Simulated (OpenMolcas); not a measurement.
**Co²⁺ among point charges: CASSCF and CASPT2 levels and susceptibility**

How does a field of 6 point charges split the states of Co²⁺, and what χT follows?

Program: OpenMolcas 26.06. Level of theory: state-averaged CASSCF and CASPT2, spin-orbit coupling by RASSI with atomic mean-field integrals. These are calculated values, not measurements, unless marked.

## Step 1: Starting point

| Quantity | Value |
| --- | --- |
| Species | Co²⁺ (cobalt, Z = 27, 25 electrons) |
| Basis | ANO-RCC-VDZP [5s4p2d1f], 34 functions |
| Scalar Hamiltonian | DKH2, point nucleus |
| Inactive shells | 1s 2s 2p 3s 3p |
| Active space | 7 electrons in 5 orbitals (3d) |
| Some configurations of this space | 3d7 |
| Orbitals | optimised for each spin and parity, averaged over all roots |

The outer shells:

3d7
```
3d [↑↓][↑↓][↑ ][↑ ][↑ ]
```

The ion sits among 6 point charges of -1 e arranged as an octahedron (Oh), 2.11 Å from the ion.

Each step is its own input file, run in one work folder so that later steps find the files of earlier ones. Labels, J, g values, rates, χT and fits are worked out afterwards by a script from the matrices that RASSI stores. The input lists half of the charges; inversion (Group=XYZ) makes the rest.

## Step 2: One- and two-electron integrals

Contents of a.inp:

```
&GATEWAY
Coord
1

Co 0.0 0.0 0.0
Basis=ANO-RCC-VDZP
Group=XYZ
NoMove
AngMom=0.0 0.0 0.0
AMFI
XField
3 Angstrom 0
2.110000 0.000000 0.000000 -1.000000
0.000000 2.110000 0.000000 -1.000000
0.000000 0.000000 2.110000 -1.000000
&SEWARD
```

Started as:

```sh
> OMP_NUM_THREADS=1 MOLCAS_MEM=1689 MOLCAS_PROJECT=a pymolcas a.inp > a.log
```

## Step 3: CASSCF: quartets of even parity, 10 roots

Contents of a.inp:

```
&RASSCF
FileOrb=start.orb
Symmetry=1
Spin=4
nActEl=7 0 0
Inactive=3 6
Ras2=5 0
CIRoot=10 10 1
SDav=10
CIMx=300
Iter=120 100
PrWF=0.3
OrbListing=Nothing
MaxOrb=0
>>> COPY $Project.JobIph JOB001
```

start.orb holds the contracted functions of the basis, ordered by shell, or the orbitals of the step before.

## Step 4: CASSCF: doublets of even parity, 40 roots

Contents of a.inp:

```
&RASSCF
FileOrb=start.orb
Symmetry=1
Spin=2
nActEl=7 0 0
Inactive=3 6
Ras2=5 0
CIRoot=40 40 1
SDav=40
CIMx=300
Iter=120 100
PrWF=0.3
OrbListing=Nothing
MaxOrb=0
>>> COPY $Project.JobIph JOB002
```

## Step 5: RASSI: spin-orbit coupling between the states

Contents of a.inp:

```
&RASSI
NrOfJobIphs=2 10 40
1 2 3 4 5 6 7 8 9 10
1 2 3 4 5 6 7 8 9 10 11 12 13 14 15 16 17 18 19 20 21 22 23 24 25 26 27
28 29 30 31 32 33 34 35 36 37 38 39 40
IphNames
JOB001
JOB002
EJob
SpinOrbit
DIPRint=1.0
SOCoupling=1000.0
Subsets=2
Property=9
'ANGMOM' 1 'ANGMOM' 2 'ANGMOM' 3 'MLTPL  1' 1 'MLTPL  1' 2 'MLTPL  1' 3
'AMFI' 1 'AMFI' 2 'AMFI' 3
SOProperty=3
'ANGMOM' 1 'ANGMOM' 2 'ANGMOM' 3
```

## Step 6: CASPT2: IPEA 0.25, imaginary shift 0.1 (closed shells correlated: 3s 3p)

Contents of a.inp:

```
>>> COPY JOB001 $Project.JobIph
&CASPT2
Multistate=10 1 2 3 4 5 6 7 8 9 10
NoMult
Frozen=2 3
IPEA=0.25
Imaginary=0.1
MaxIter=60
WThr=0.0 0.3 0.05
PrWF=0.5
NoMix
>>> COPY JOB002 $Project.JobIph
&CASPT2
Multistate=40 1 2 3 4 5 6 7 8 9 10 11 12 13 14 15 16 17 18 19 20 21 22
23 24 25 26 27 28 29 30 31 32 33 34 35 36 37 38 39 40
NoMult
Frozen=2 3
IPEA=0.25
Imaginary=0.1
MaxIter=60
WThr=0.0 0.3 0.05
PrWF=0.5
NoMix
```

(Steps that only read results are left out.)

What does the calculation give? Wanted: spin-free ground state; first state of the same spin within the active space; lowest level; next level.

**Answer**, as computed:

| quantity | value |
| --- | --- |
| method | SS-CASPT2, IPEA 0.25, imaginary shift 0.1 (closed shells correlated: 3s 3p) |
| spin-free ground state | 4T1, 3-fold in its orbital part |
| first state of the same spin within the active space | 4T2 at 2240 cm⁻¹ |
| lowest level | 2-fold Γ6, g = 4.75, 4.75, 4.75 |
| next level | 320.3 cm⁻¹ |
| χT at 300 K | 4.20 cm³ K/mol |
| effective moment at 300 K | 5.80 μB |

Cost by method:

```csv
method,time of its own steps,time with the reference
A. CASSCF,8.8 s,8.8 s
"B. SS-CASPT2, IPEA 0.25, imaginary shift 0.1, +3s 3p",2.6 s,11 s
```

Times are of one thread on a shared host.

**Reading.** The spin-free ground state (4T1) comes to 100 % from free-ion F terms and keeps the highest spin of the shell. χT at 300 K is 4.20, against 1.88 cm³ K/mol for the spin alone, so orbital moment adds to it. An active space of the d shell alone favours high spin; real ions in strong fields can be low spin. A ligand-field fit to the states below 45000 cm-1 gives 10Dq = 2278 cm-1, B = 1063 cm-1 and C = 4057 cm-1 (C/B = 3.82), with a deviation of 545 cm-1. CASPT2 does not keep the components of a term degenerate, and the means are used. The field of point charges can differ much from that of real complexes. With metal d orbitals alone active, the gaps between spin states are rough; where two lie within a few thousand cm-1, their order is open. This is an electrostatic model: the charges have no orbitals.
